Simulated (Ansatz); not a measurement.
# H₄OSiSn: up Jacob's ladder to CCSD(T)

Aim: compute H₄OSiSn with functionals from several rungs and with coupled cluster. The yardstick is the atomisation energy at the CCSD(T) limit.

Method: functionals in def2-TZVPP, the program's frozen cores in correlated methods; program: Ansatz 0.2.0, Gaussian basis.

The runs, in order: LDA (SPW92), PBE-D4, revPBE-D4, BLYP-D4, r2SCAN-D4, B97M-V, PBE0-D4, B3LYP-D4, r2SCANh-D4, r2SCAN0-D4, HSE06-D4, BHLYP-D4, CAM-B3LYP-D4, LC-ωPBE, ωB97X-V, ωB97M-V, B2PLYP, PBE-QIDH; CCSD(T)/def2-SVP; CCSD(T)/def2-TZVPP; MP2/def2-QZVPP; extrapolation to the limit; RPA on PBE.

1 further run of the same task is left out (for a known fault of the program).

## (1) Structure used throughout

All runs share one geometry, relaxed beforehand with PBE0-D4 in a triple-zeta def2 set. Sn takes the def2 core potential; no spin-orbit term is included.

SMILES `[O]1[SiH2][SnH2]1`, 7 atoms, charge 0, spin multiplicity 1.

Atoms are counted from 1 here; the program's logs count them from 0.

Bond lengths: O1–Si2 1.618 Å, O1–Sn3 2.135 Å, Si2–Sn3 2.454 Å, Si2–H4 1.486 Å, Si2–H5 1.486 Å, Sn3–H6 1.709 Å, Sn3–H7 1.709 Å. Angles: Si2–O1–Sn3 80.4°, O1–Si2–Sn3 59.1°, O1–Si2–H4 118.8°, O1–Si2–H5 118.8°, Sn3–Si2–H4 120.7°, Sn3–Si2–H5 120.7°, H4–Si2–H5 110.3°, O1–Sn3–Si2 40.6°, O1–Sn3–H6 104.8°, O1–Sn3–H7 104.8°, Si2–Sn3–H6 122.4°, Si2–Sn3–H7 122.4°, H6–Sn3–H7 108.5°.

## (2) LDA

This LDA is Slater exchange with PW92 correlation.

File in.yaml:

```yaml
crystal:
  periodic: [false, false, false]
  atoms:
    - {symbol: O, position_ang: [-0.017976, -1.205585, 0.342788]}
    - {symbol: Si, position_ang: [-0.579580, -0.471740, -0.985858]}
    - {symbol: Sn, position_ang: [0.556170, 0.805225, 0.775598]}
    - {symbol: H, position_ang: [-2.048784, -0.360389, -1.176519]}
    - {symbol: H, position_ang: [0.090299, -0.732346, -2.286110]}
    - {symbol: H, position_ang: [-0.186453, 1.159990, 2.273520]}
    - {symbol: H, position_ang: [2.247625, 0.736745, 1.010982]}
basis:
  gaussian: {orbitals: def2-TZVPP}
hamiltonian: {xc: lda}
output: {orbitals: {seedname: orbitals}}
```

Command:

```sh
$ ansatz run in.yaml --threads 2 --pin off --events-out ev --progress --plain --max-ram 4352MiB
```

After this run come: PBE-D4 (GGA); revPBE-D4 (GGA); BLYP-D4 (GGA); r2SCAN-D4 (meta-GGA); B97M-V (meta-GGA); B3LYP-D4 (hybrid); r2SCANh-D4 (hybrid); r2SCAN0-D4 (hybrid); HSE06-D4 (hybrid); BHLYP-D4 (hybrid); CAM-B3LYP-D4 (range-separated); LC-ωPBE (range-separated); ωB97X-V (range-separated); ωB97M-V (range-separated); B2PLYP (double hybrid); PBE-QIDH (double hybrid); CCSD(T) in def2-SVP; CCSD(T) in def2-TZVPP; MP2 in def2-QZVPP; RPA on PBE orbitals.

Q: Predict the results of all the runs planned. Wanted: atomisation energy, CCSD(T)/CBS; farthest beyond LDA; mean size of error, GGA; mean size of error, meta-GGA; mean size of error, hybrid; mean size of error, range-separated; mean size of error, double hybrid; gap, smallest and largest; T1 diagnostic.

**Answer**, as computed:

```
                               quantity                                 value
        atomisation energy, CCSD(T)/CBS                         1986.4 kJ/mol
 functionals within 19.9 kJ/mol (1.0 %)    PBE-D4, r2SCAN-D4, B97M-V, ωB97X-V
                    farthest beyond LDA              BHLYP-D4 (-101.0 kJ/mol)
                mean size of error, GGA                           41.3 kJ/mol
           mean size of error, meta-GGA                           15.6 kJ/mol
             mean size of error, hybrid                           61.4 kJ/mol
    mean size of error, range-separated                           30.7 kJ/mol
      mean size of error, double hybrid                           63.2 kJ/mol
              gap, smallest and largest  3.28 eV (BLYP-D4), 9.41 eV (LC-ωPBE)
                          T1 diagnostic                                0.0169
triples share of the correlation energy                                 3.6 %
```

What this shows: LDA overbinds by 270.3 kJ/mol (14 %). PBE-D4 is off by -19.1 kJ/mol. Double hybrids carry the basis error of their MP2 part in triple zeta, and no dispersion term here, so their miss is partly the set-up's. By mean error the best rung here is meta-GGA (15.6 kJ/mol) and the worst beyond LDA is double hybrid (63.2 kJ/mol). The reference freezes the cores and leaves out spin-orbit coupling and excitations past (T), and its outer-core shells are covered unevenly, so misses under about 19.9 kJ/mol can't be ranked. All levels share the lack of spin-orbit coupling, which lowers the free heavy atoms and so the true binding. Hartree-Fock recovers 66 % of the binding; the rest is correlation. CCSD(T) in def2-SVP is off by -216.3 kJ/mol, which most functionals beat. The gap grows from 3.3 to 9.4 eV across the functionals, mostly with the share of exact exchange. Correlated methods include outer-core shells of Sn, which these sets cover unevenly.
